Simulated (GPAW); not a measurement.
## NbTe in GPAW: the effect of potentials

The system is NbTe.

```
Nb Te
1.0
     3.42570    0.00000    0.00000
     0.00000    3.42570    0.00000
     0.00000    0.00000    3.42570
Nb Te
1 1
Direct
  0.50000 0.50000 0.50000
  0.00000 0.00000 0.00000
```

The cell was built by a generator and needn't be a form met in nature.

Alike in all runs:

* Program: GPAW 26.7.0
* Task: band structure
* Functional: PBE
* Cutoff: 600 eV
* Basis: pw
* k mesh: 8 × 8 × 8
* Occupations: fermi-dirac, width 0.05 eV
* Spin: no spin polarisation

| potentials | pressure (GPa) |
| --- | --- |
| GPAW stock | -1.0 |
| GPAW stock, other valence | ? |
| PAW data sets made by gpaw-setup for the functional | -1.0 |
| JTH PAW 2.0 | 1.1 |

Task: What does the run with potentials GPAW stock, other valence give?

Result: Pressure -1.9 GPa.

Caveats: the program truncates these outside data sets (some runs).

The runs don't all hold the same shells in valence.
